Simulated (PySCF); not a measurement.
# C₃H₂BF₃O: electronic excitations and core binding energies

Wanted: the electronic excitations and core binding energies of C₃H₂BF₃O (`C#CBOC(F)(F)F`), by calculation.

The runs use PySCF 2.14.0, with density-fitted response routines of our own; the level of theory stands in each step. All values are computed, except where a source is named. Atoms are numbered from 0 throughout.

### Step 1. Starting geometry

10 atoms, charge 0, multiplicity 1; geometry from: GFN2-xTB.

Bonds of the start (Å): C0–C1 1.20, C1–B2 1.51, B2–O3 1.37, O3–C4 1.32, C4–F5 1.33, C4–F6 1.34, C4–F7 1.34, C0–H8 1.05, B2–H9 1.17.

### Step 2. Ultraviolet spectrum: CAM-B3LYP/def2-SVPD

The job: settings as JSON, then the geometry in Å.

```
{"job": {"kind": "uv", "xc": "CAM-B3LYP", "basis": "def2-SVPD", "nstates": 8, "ntriplets": 3}, "charge": 0, "multiplicity": 1}
C      2.318075    -0.307968    -0.166078
C      1.365798     0.408656     0.010824
B      0.137450     1.259699     0.222769
O     -1.127505     0.738704     0.184397
C     -1.409400    -0.527333    -0.033555
F     -2.729884    -0.713944    -0.024852
F     -0.903831    -1.358747     0.891018
F     -0.971864    -0.982370    -1.217894
H      3.160170    -0.919995    -0.319430
H      0.169874     2.407954     0.430275
```

Method: TDDFT CAM-B3LYP/def2-SVPD, vertical, gas phase, core orbitals frozen in the response.

Run with:

```bash
$ OMP_NUM_THREADS=1 python probes_run.py task.json out
```

One launch serves the whole session: the jobs run in the order shown.

The log of the run:

```text
coarse grid: 9928 points
cycle   1  E = -514.2956312675  dE =  1.521e+00  |g| = 1.072e+00  |ddm| = 1.058e+01
cycle   2  E = -514.2537253253  dE =  4.191e-02  |g| = 1.273e+00  |ddm| = 2.724e+00
cycle   3  E = -514.5077768760  dE = -2.541e-01  |g| = 6.044e-02  |ddm| = 1.267e+00
cycle   4  E = -514.5084468312  dE = -6.700e-04  |g| = 2.698e-02  |ddm| = 2.556e-01
cycle   5  E = -514.5085922857  dE = -1.455e-04  |g| = 8.036e-03  |ddm| = 6.905e-02
cycle   6  E = -514.5086036908  dE = -1.141e-05  |g| = 3.129e-03  |ddm| = 1.395e-02
cycle   7  E = -514.5086059537  dE = -2.263e-06  |g| = 8.724e-04  |ddm| = 6.433e-03
final grid: 101600 points
cycle   8  E = -514.5908089476  dE = -3.294e-05  |g| = 4.421e-03  |ddm| = 1.003e-01
cycle   9  E = -514.5908073976  dE =  1.550e-06  |g| = 5.417e-03  |ddm| = 1.459e-02
cycle  10  E = -514.5908122637  dE = -4.866e-06  |g| = 5.971e-04  |ddm| = 4.563e-03
cycle  11  E = -514.5908123361  dE = -7.240e-08  |g| = 2.845e-04  |ddm| = 1.076e-03
cycle  12  E = -514.5908123550  dE = -1.890e-08  |g| = 8.312e-05  |ddm| = 4.218e-04
cycle  13  E = -514.5908123567  dE = -1.692e-09  |g| = 1.551e-05  |ddm| = 1.186e-04
cycle  14  E = -514.5908123568  dE = -1.037e-10  |g| = 9.477e-06  |ddm| = 3.101e-05
converged SCF energy = -514.5908123568

Static polarisability (au): isotropic 52.810, principal 40.126 50.039 68.265

Singlet excitations
state   eV       nm        f      main configurations
  1   4.7548    260.8   0.00025   H->L 0.97
  2   5.7882    214.2   0.06218   H-1->L 0.77, H->L+2 0.12
  3   6.9042    179.6   0.00107   H-1->L+2 0.44, H-1->L+1 0.26, H-2->L 0.21
  4   6.9763    177.7   0.00430   H-2->L 0.75, H-1->L+2 0.13
  5   8.3842    147.9   0.44201   H->L+1 0.56, H-1->L 0.13
  6   8.4481    146.8   0.09686   H->L+2 0.63, H->L+1 0.12
  7   8.7726    141.3   0.07030   H-1->L+1 0.45, H-1->L+2 0.39, H-1->L+3 0.08
  8   8.9055    139.2   0.05108   H-5->L 0.31, H-3->L 0.28, H->L+5 0.10

Triplet excitations (Tamm-Dancoff, eV): 4.3191 4.4127 5.5529
```

Run time: 66 s. Hardware: 1 thread of Arm Neoverse N1, shared host; peak memory 0.8 GiB.

The orbitals next to the gap, with their largest atomic shares:

| orbital | eV | atoms |
| --- | --- | --- |
| HOMO−3 | -13.24 | O3 47 %, F6 20 %, F7 20 % |
| HOMO−2 | -12.30 | O3 32 %, B2 25 %, H9 19 % |
| HOMO−1 | -10.56 | C1 44 %, C0 40 %, B2 7 % |
| HOMO | -10.25 | C0 43 %, C1 41 %, B2 6 % |
| LUMO | -1.14 | B2 34 %, C0 21 %, C1 20 % |
| LUMO+1 | 0.89 | B2 48 %, C0 14 %, C1 11 % |
| LUMO+2 | 1.26 | C0 36 %, C1 23 %, B2 20 % |

With each of the 8 states as a Gaussian band of 0.4 eV half-width at 1/e, the curve within the window shown has maxima at 215 nm (ε 2,500), 147 nm (ε 23,000) L/(mol cm). Beyond the last state computed it falls off for lack of states. The curve at chosen wavelengths:

| nm | ε (L/mol/cm) |
| --- | --- |
| 135 | 2434 |
| 142 | 14561 |
| 148 | 23312 |
| 155 | 8954 |
| 161 | 1245 |
| 168 | 111 |
| 174 | 180 |
| 181 | 205 |
| 187 | 141 |
| 194 | 271 |
| 200 | 839 |
| 207 | 1909 |
| 213 | 2491 |
| 220 | 2210 |
| 226 | 1464 |
| 233 | 673 |
| 239 | 281 |
| 246 | 87 |
| 252 | 33 |
| 259 | 15 |
| 265 | 11 |
| 272 | 8 |
| 278 | 6 |
| 285 | 4 |
| 291 | 2 |
| 298 | 1 |

Leading natural transition orbitals of singlet state 5: the hole lies on C0, C1 about 43 % each; the particle on C0, C1 about 22 % each; H8 23 %; H9 15 %.

Leading natural transition orbitals of singlet state 1: the hole lies on C0, C1 about 44 % each; the particle on B2 34 %; C0 28 %; C1 16 %.

Further results of this job:

| property | computed |
| --- | --- |
| dipole moment (D) | 2.18 |
| polarisability (Å³) | 7.83 |
| HOMO–LUMO gap (eV) | 9.10 |
| −ε(HOMO) (eV) | 10.25 |

Orbitals, density, ELF and potential are computed afterwards from the orbital file.

Frontier orbitals at CAM-B3LYP/def2-SVPD, with the share of their density that lies nearest to each atom:

| orbital | energy (eV) | lies on |
| --- | --- | --- |
| HOMO | -10.25 | C0, C1 about 43 % each |
| LUMO | -1.14 | B2 40 %; C0 21 %; H9 11 % |

ELF in a plane through or near 8 of the atoms.

Values, 10 rows by 14 columns:
```
0.00 0.00 0.00 0.00 0.00 0.00 0.00 0.00 0.00 0.00 0.00 0.00 0.00 0.00
0.00 0.00 0.00 0.00 0.00 0.01 0.23 0.11 0.00 0.00 0.00 0.00 0.00 0.00
0.00 0.00 0.00 0.00 0.00 0.76 1.00 1.00 0.04 0.00 0.00 0.00 0.00 0.00
0.00 0.00 0.00 0.02 0.07 0.17 0.91 0.66 0.38 0.61 0.01 0.00 0.00 0.00
0.00 0.00 0.07 0.48 0.74 0.52 0.75 0.48 0.73 0.61 0.11 0.12 0.00 0.00
0.00 0.00 0.19 0.69 0.28 0.66 0.55 0.03 0.36 0.47 0.56 0.59 0.05 0.00
0.00 0.00 0.94 1.00 0.86 0.66 0.04 0.02 0.11 0.10 0.71 0.33 0.01 0.00
0.00 0.00 0.05 0.48 0.11 0.05 0.00 0.00 0.01 0.00 0.00 0.00 0.00 0.00
0.00 0.00 0.00 0.00 0.00 0.00 0.00 0.00 0.00 0.00 0.00 0.00 0.00 0.00
0.00 0.00 0.00 0.00 0.00 0.00 0.00 0.00 0.00 0.00 0.00 0.00 0.00 0.00
```
The map spans 11.4 Å across and 10.0 Å up, centred on the molecule. Atoms in the plane (x, y in Å): C0 (-2.3, -0.5), C1 (-1.4, 0.3), B2 (-0.2, 1.3), O3 (1.1, 0.8), C4 (1.4, -0.4), F5 (2.8, -0.5), H8 (-3.1, -1.2), H9 (-0.4, 2.4).

log10 of the density (e/Å³) in the same plane.

Values, 10 rows by 14 columns:
```
-4.0 -4.0 -4.0 -4.0 -4.0 -4.0 -4.0 -4.0 -4.0 -4.0 -4.0 -4.0 -4.0 -4.0
-4.0 -4.0 -4.0 -4.0 -3.9 -2.9 -2.4 -2.5 -3.2 -4.0 -4.0 -4.0 -4.0 -4.0
-4.0 -4.0 -4.0 -4.0 -2.9 -1.6 -0.5 -0.7 -2.0 -3.0 -3.7 -4.0 -4.0 -4.0
-4.0 -4.0 -3.4 -2.6 -1.9 -1.0  0.0 -0.1 -0.6 -1.2 -2.5 -3.5 -4.0 -4.0
-4.0 -3.7 -2.3 -1.5 -0.6  0.1  0.1  0.0  1.9 -0.2 -1.2 -1.9 -3.1 -4.0
-4.0 -3.0 -1.7 -0.5  0.7  0.3 -0.5 -1.0  0.2  0.2  1.2 -0.5 -2.2 -4.0
-4.0 -3.1 -1.3  0.0 -0.3 -0.9 -1.7 -1.2 -0.5 -0.7 -0.4 -1.3 -2.6 -4.0
-4.0 -4.0 -2.6 -1.9 -2.0 -2.3 -2.8 -2.4 -1.9 -2.3 -2.6 -3.1 -3.7 -4.0
-4.0 -4.0 -4.0 -3.9 -3.7 -4.0 -4.0 -3.7 -3.5 -3.7 -4.0 -4.0 -4.0 -4.0
-4.0 -4.0 -4.0 -4.0 -4.0 -4.0 -4.0 -4.0 -4.0 -4.0 -4.0 -4.0 -4.0 -4.0
```
The map spans 11.4 Å across and 10.0 Å up, centred on the molecule. Atoms in the plane (x, y in Å): C0 (-2.3, -0.5), C1 (-1.4, 0.3), B2 (-0.2, 1.3), O3 (1.1, 0.8), C4 (1.4, -0.4), F5 (2.8, -0.5), H8 (-3.1, -1.2), H9 (-0.4, 2.4).

On the surface of density 0.002 e/bohr³ the electrostatic potential runs, from the 1st to the 99th percentile, from -0.49 V near F5 to 1.87 V near H8.

### Step 3. X-ray photoelectron lines: SCAN, X2C

The job, as its differences from that of step 2:

```diff
@@ -1,2 +1,2 @@
-{"job": {"kind": "uv", "xc": "CAM-B3LYP", "basis": "def2-SVPD", "nstates": 8, "ntriplets": 3}, "charge": 0, "multiplicity": 1}
+{"job": {"kind": "xps"}, "charge": 0, "multiplicity": 1}
 C      2.318075    -0.307968    -0.166078
```

With the program's defaults for keys left out, this is: delta-SCF UKS SCAN, pcX-2 on the ionised atom, pcseg-1 elsewhere, spin-free X2C.

The log of the run:

```text
ground state, core basis on atom 0 (C), 153 functions
  cycle   1  E = -515.05061092  |g| = 9.92e-01
  cycle   2  E = -514.80537500  |g| = 1.57e+00
  cycle   3  E = -515.22448757  |g| = 1.20e-01
  cycle   4  E = -515.22527429  |g| = 9.91e-02
  cycle   5  E = -515.22752509  |g| = 4.33e-02
  cycle   6  E = -515.22800144  |g| = 4.18e-03
  cycle   7  E = -515.22800489  |g| = 2.37e-03
  cycle   8  E = -515.22800729  |g| = 1.08e-03
  cycle   9  E = -515.22800737  |g| = 1.74e-04
  E(ground) = -515.22879056 Eh
hole in C 1s of atom 0
  cycle   1  E = -503.94791022  |g| = 1.50e+00
  cycle   2  E = -502.67985762  |g| = 2.04e+00
  cycle   3  E = -504.28661429  |g| = 7.04e-01
  cycle   4  E = -504.44830628  |g| = 4.03e-01
  cycle   5  E = -504.51284552  |g| = 1.13e-01
  cycle   6  E = -504.51773444  |g| = 3.87e-02
  cycle   7  E = -504.51843580  |g| = 2.12e-02
  cycle   8  E = -504.51884438  |g| = 1.41e-02
  cycle   9  E = -504.51907498  |g| = 8.72e-03
  cycle  10  E = -504.51926366  |g| = 5.41e-03
  cycle  11  E = -504.51929831  |g| = 2.12e-03
  cycle  12  E = -504.51930174  |g| = 1.91e-03
  cycle  13  E = -504.51930401  |g| = 3.85e-04
  E(ion) = -504.51916605 Eh   <S^2> = 0.8650   hole on atom = 1.000   binding energy = 291.424 eV
ground state, core basis on atom 1 (C), 153 functions
  cycle   1  E = -515.22802733  |g| = 6.64e-02
  cycle   2  E = -515.22554273  |g| = 1.02e-01
  cycle   3  E = -515.22773902  |g| = 4.74e-02
  cycle   4  E = -515.22835576  |g| = 6.50e-03
  cycle   5  E = -515.22836618  |g| = 1.40e-03
  cycle   6  E = -515.22836675  |g| = 3.64e-04
  E(ground) = -515.22936203 Eh
hole in C 1s of atom 1
  cycle   1  E = -503.97145638  |g| = 1.51e+00
  cycle   2  E = -503.06701977  |g| = 1.91e+00
  cycle   3  E = -504.16148321  |g| = 8.98e-01
  cycle   4  E = -504.48300632  |g| = 2.84e-01
  cycle   5  E = -504.52513981  |g| = 1.02e-01
  cycle   6  E = -504.52948839  |g| = 5.42e-02
  cycle   7  E = -504.53080315  |g| = 1.49e-02
  cycle   8  E = -504.53114303  |g| = 1.01e-02
  cycle   9  E = -504.53133203  |g| = 7.47e-03
  cycle  10  E = -504.53147409  |g| = 3.80e-03
  cycle  11  E = -504.53149761  |g| = 1.47e-03
  cycle  12  E = -504.53149854  |g| = 1.11e-03
  cycle  13  E = -504.53150026  |g| = 3.98e-04
  E(ion) = -504.53134378 Eh   <S^2> = 0.8509   hole on atom = 1.000   binding energy = 291.108 eV
ground state, core basis on atom 2 (B), 153 functions
  cycle   1  E = -515.21925494  |g| = 5.68e-02
  cycle   2  E = -515.21742967  |g| = 8.94e-02
  cycle   3  E = -515.21914816  |g| = 4.03e-02
  cycle   4  E = -515.21956533  |g| = 1.36e-02
  cycle   5  E = -515.21960094  |g| = 3.17e-03
  cycle   6  E = -515.21960422  |g| = 4.77e-04
  E(ground) = -515.22071460 Eh
hole in B 1s of atom 2
  cycle   1  E = -507.53863157  |g| = 1.17e+00
  cycle   2  E = -506.01284424  |g| = 1.90e+00
  cycle   3  E = -507.65322044  |g| = 6.96e-01
  cycle   4  E = -507.82415419  |g| = 4.64e-01
  cycle   5  E = -507.93004947  |g| = 1.43e-01
  cycle   6  E = -507.93963385  |g| = 4.00e-02
  cycle   7  E = -507.94013070  |g| = 2.96e-02
  cycle   8  E = -507.94051199  |g| = 1.01e-02
  cycle   9  E = -507.94060673  |g| = 6.30e-03
  cycle  10  E = -507.94065099  |g| = 3.81e-03
  cycle  11  E = -507.94068302  |g| = 3.51e-03
  cycle  12  E = -507.94070224  |g| = 1.12e-03
  cycle  13  E = -507.94070604  |g| = 6.49e-04
  cycle  14  E = -507.94070628  |g| = 5.17e-04
  cycle  15  E = -507.94070690  |g| = 2.74e-04
  E(ion) = -507.94256089 Eh   <S^2> = 0.8363   hole on atom = 1.000   binding energy = 198.049 eV
ground state, core basis on atom 3 (O), 153 functions
  cycle   1  E = -515.25470430  |g| = 1.05e-01
  cycle   2  E = -515.25346054  |g| = 1.01e-01
  cycle   3  E = -515.25469269  |g| = 5.42e-02
  cycle   4  E = -515.25515177  |g| = 1.31e-02
  cycle   5  E = -515.25519237  |g| = 4.63e-03
  cycle   6  E = -515.25519890  |g| = 6.19e-04
  cycle   7  E = -515.25519716  |g| = 1.81e-04
  E(ground) = -515.25228491 Eh
hole in O 1s of atom 3
  cycle   1  E = -494.56611583  |g| = 2.23e+00
  cycle   2  E = -493.50361322  |g| = 2.48e+00
  cycle   3  E = -494.97945874  |g| = 8.88e-01
  cycle   4  E = -495.10586593  |g| = 6.79e-01
  cycle   5  E = -495.34452814  |g| = 2.48e-01
  cycle   6  E = -495.37540816  |g| = 7.75e-02
  cycle   7  E = -495.37728554  |g| = 2.09e-02
  cycle   8  E = -495.37748901  |g| = 7.14e-03
  cycle   9  E = -495.37751982  |g| = 1.72e-03
  cycle  10  E = -495.37752179  |g| = 7.99e-04
  cycle  11  E = -495.37752188  |g| = 5.33e-04
  cycle  12  E = -495.37752198  |g| = 2.44e-04
  E(ion) = -495.37731311 Eh   <S^2> = 0.7615   hole on atom = 1.000   binding energy = 540.826 eV
ground state, core basis on atom 4 (C), 153 functions
  cycle   1  E = -515.23873688  |g| = 1.07e-01
  cycle   2  E = -515.23579677  |g| = 1.57e-01
  cycle   3  E = -515.24005631  |g| = 2.10e-02
  cycle   4  E = -515.24010804  |g| = 1.36e-02
  cycle   5  E = -515.24014219  |g| = 2.06e-03
  cycle   6  E = -515.24014286  |g| = 1.38e-03
  cycle   7  E = -515.24014213  |g| = 2.30e-04
  E(ground) = -515.23792148 Eh
hole in C 1s of atom 4
  cycle   1  E = -503.68527515  |g| = 1.50e+00
  cycle   2  E = -495.37921346  |g| = 3.86e+00
  cycle   3  E = -503.87171048  |g| = 7.88e-01
  cycle   4  E = -504.11552888  |g| = 5.18e-01
  cycle   5  E = -504.19520909  |g| = 1.71e-01
  cycle   6  E = -504.19851766  |g| = 1.27e-01
  cycle   7  E = -504.20543250  |g| = 3.24e-02
  cycle   8  E = -504.20577608  |g| = 2.13e-02
  cycle   9  E = -504.20600609  |g| = 4.49e-03
  cycle  10  E = -504.20601820  |g| = 1.90e-03
  cycle  11  E = -504.20602018  |g| = 1.06e-03
  cycle  12  E = -504.20602128  |g| = 5.98e-04
  cycle  13  E = -504.20602024  |g| = 3.07e-04
  E(ion) = -504.20782727 Eh   <S^2> = 0.7728   hole on atom = 1.000   binding energy = 300.144 eV
ground state, core basis on atom 5 (F), 153 functions
  cycle   1  E = -515.26876607  |g| = 1.20e-01
  cycle   2  E = -515.26827227  |g| = 7.26e-02
  cycle   3  E = -515.26834833  |g| = 6.71e-02
  cycle   4  E = -515.26896658  |g| = 1.39e-02
  cycle   5  E = -515.26901755  |g| = 1.57e-03
  cycle   6  E = -515.26901823  |g| = 4.22e-04
  E(ground) = -515.27078333 Eh
hole in F 1s of atom 5
  cycle   1  E = -488.87019636  |g| = 2.58e+00
  cycle   2  E = -486.96152663  |g| = 2.63e+00
  cycle   3  E = -488.86891823  |g| = 1.29e+00
  cycle   4  E = -489.62690374  |g| = 5.62e-01
  cycle   5  E = -489.65643991  |g| = 4.25e-01
  cycle   6  E = -489.72330789  |g| = 2.05e-01
  cycle   7  E = -489.74441408  |g| = 5.65e-02
  cycle   8  E = -489.74583950  |g| = 8.76e-03
  cycle   9  E = -489.74586514  |g| = 3.14e-03
  cycle  10  E = -489.74586990  |g| = 1.07e-03
  cycle  11  E = -489.74587207  |g| = 3.90e-04
  E(ion) = -489.75545626 Eh   <S^2> = 0.7570   hole on atom = 1.000   binding energy = 694.307 eV
```

Wall time 1.8 min (1 thread of Arm Neoverse N1, shared host); peak memory 0.6 GiB.

Binding energies by hole, beside the orbital energy of the ground state; the difference holds orbital relaxation and, for a density functional, its self-interaction error:

| hole | stands for | environment | ΔSCF (eV) | −ε (eV) | ⟨S²⟩ |
| --- | --- | --- | --- | --- | --- |
| C1s on C0 | C0 | terminal alkyne carbon | 291.42 (doubtful) | 274.6 | 0.865 |
| C1s on C1 | C1 | alkyne carbon | 291.11 (doubtful) | 274.0 | 0.851 |
| B1s on B2 | B2 | boron bonded to C, O, H | 198.05 | 182.1 | 0.836 |
| O1s on O3 | O3 | oxygen bonded to C, B | 540.83 | 519.0 | 0.761 |
| C1s on C4 | C4 | CF3 carbon | 300.14 | 282.1 | 0.773 |
| F1s on F5 | F5, F6, F7 | fluorine of an OCF3 group | 694.31 | 668.0 | 0.757 |

Each hole run stands for the others of its class of like atoms.

Doubtful: the ion did not converge, its hole moved, or its ⟨S²⟩ is well above 0.75.

### Step 4. Results

| quantity | value |
| --- | --- |
| lowest singlet (CAM-B3LYP/def2-SVPD) | 4.75 eV (261 nm), f = 0.000 |
| brightest single state of those computed | state 5, 8.38 eV, f = 0.442 |
| lowest triplet | 4.32 eV |
| surface potential, 1st and 99th percentile | -0.49 V and 1.87 V |
| B1s binding energies, SCAN/pcX-2 | B2 198.05 eV |
| O1s binding energies, SCAN/pcX-2 | O3 540.83 eV |
| C1s binding energies, SCAN/pcX-2 (standing for 1 of 3 atoms) | C4 300.14 eV |
| F1s binding energies, SCAN/pcX-2 | F5 694.31 eV |

In words: The lowest singlet, at 4.75 eV, is HOMO→LUMO 0.97 and is dark; of the 8 states computed, the strongest absorption comes from state 5 at 8.38 eV. The lowest triplet lies 0.44 eV below the lowest singlet (triplets in Tamm-Dancoff, singlets in full TDDFT). By nearest atom (CAM-B3LYP/def2-SVPD), the HOMO sits on C0, C1 about 43 % each and the LUMO on B2 40 %; C0 21 %.
